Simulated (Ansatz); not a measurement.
# CH8OSSi2: small, medium and large basis sets

An exercise on one series of results from a longer session: the logs are not shown, and one member is left open.

The runs use Ansatz 0.2.0, Gaussian basis; one geometry, several basis sets.

Plan: PBE0-D4/def2-SVP; ωB97M-V/def2-SVP; PBE0-D4/def2-QZVPP; ωB97M-V/def2-QZVPP; the functionals' def2-TZVPP values are taken from earlier runs.

### Structure used throughout

The geometry comes from an earlier relaxation with PBE0-D4 in a triple-zeta def2 set; it is a stationary point, not always the lowest conformer.

SMILES `CO[SiH]([SiH3])S`, 13 atoms, charge 0, spin multiplicity 1.

Atoms are counted from 1 here; the program's logs count them from 0.

Bond lengths: C1–O2 1.412 Å, C1–H6 1.096 Å, C1–H7 1.094 Å, C1–H8 1.091 Å, O2–Si3 1.641 Å, Si3–Si4 2.334 Å, Si3–S5 2.142 Å, Si3–H9 1.490 Å, Si4–H10 1.487 Å, Si4–H11 1.488 Å, Si4–H12 1.487 Å, S5–H13 1.344 Å. Angles: O2–C1–H6 111.2°, O2–C1–H7 111.1°, O2–C1–H8 108.1°, H6–C1–H7 108.7°, H6–C1–H8 108.7°, H7–C1–H8 109.0°, C1–O2–Si3 123.5°, O2–Si3–Si4 106.2°, O2–Si3–S5 113.4°, O2–Si3–H9 110.7°, Si4–Si3–S5 110.6°, Si4–Si3–H9 114.4°, S5–Si3–H9 101.7°, Si3–Si4–H10 109.2°, Si3–Si4–H11 108.8°, Si3–Si4–H12 111.7°, H10–Si4–H11 108.8°, H10–Si4–H12 109.2° and more.

Set-up of the first run:

in.yaml reads:

```yaml
crystal:
  periodic: [false, false, false]
  atoms:
    - {symbol: C, position_ang: [-0.686406, 1.092463, 1.965964]}
    - {symbol: O, position_ang: [-0.570550, 0.078695, 0.989527]}
    - {symbol: Si, position_ang: [-0.007821, 0.343737, -0.528904]}
    - {symbol: Si, position_ang: [-0.078044, -1.718390, -1.618934]}
    - {symbol: S, position_ang: [1.975460, 1.152611, -0.571100]}
    - {symbol: H, position_ang: [-1.352190, 1.894342, 1.627795]}
    - {symbol: H, position_ang: [0.290737, 1.524579, 2.203302]}
    - {symbol: H, position_ang: [-1.105847, 0.646654, 2.868787]}
    - {symbol: H, position_ang: [-0.789455, 1.421744, -1.198430]}
    - {symbol: H, position_ang: [0.239663, -1.520617, -3.057852]}
    - {symbol: H, position_ang: [0.949099, -2.612726, -1.018872]}
    - {symbol: H, position_ang: [-1.413669, -2.360347, -1.496436]}
    - {symbol: H, position_ang: [2.569223, 0.022555, -0.150050]}
basis:
  gaussian: {orbitals: def2-SVP}
hamiltonian: {xc: pbe0, dispersion: d4}
output: {orbitals: {seedname: orbitals}}
```

Run with:

```console
$ ansatz run in.yaml --threads 4 --pin off --events-out ev --progress --plain --max-ram 10444MiB
```

Steps of the session up to this table: PBE0-D4 in def2-SVP; ωB97M-V in def2-SVP; PBE0-D4 in def2-QZVPP; ωB97M-V in def2-QZVPP.

One table of the session follows, with a row left open; its other results are not shown here.

It belongs to the step «Density functionals: the series». 

```
functional       basis  HOMO (eV)  LUMO (eV)
   PBE0-D4    def2-SVP      -7.42       0.27
   PBE0-D4  def2-TZVPP      -7.52      -0.08
   PBE0-D4  def2-QZVPP      -7.55      -0.19
   ωB97M-V    def2-SVP      -9.51       2.18
   ωB97M-V  def2-TZVPP          ?          ?
   ωB97M-V  def2-QZVPP      -9.67       1.34
```

**Question.** Estimate the row for ωB97M-V, def2-TZVPP.

**Answer.** HOMO (eV): -9.65; LUMO (eV): 1.67. In the column «HOMO (eV)» it lies between ωB97M-V, def2-QZVPP (-9.67) and ωB97M-V, def2-SVP (-9.51).
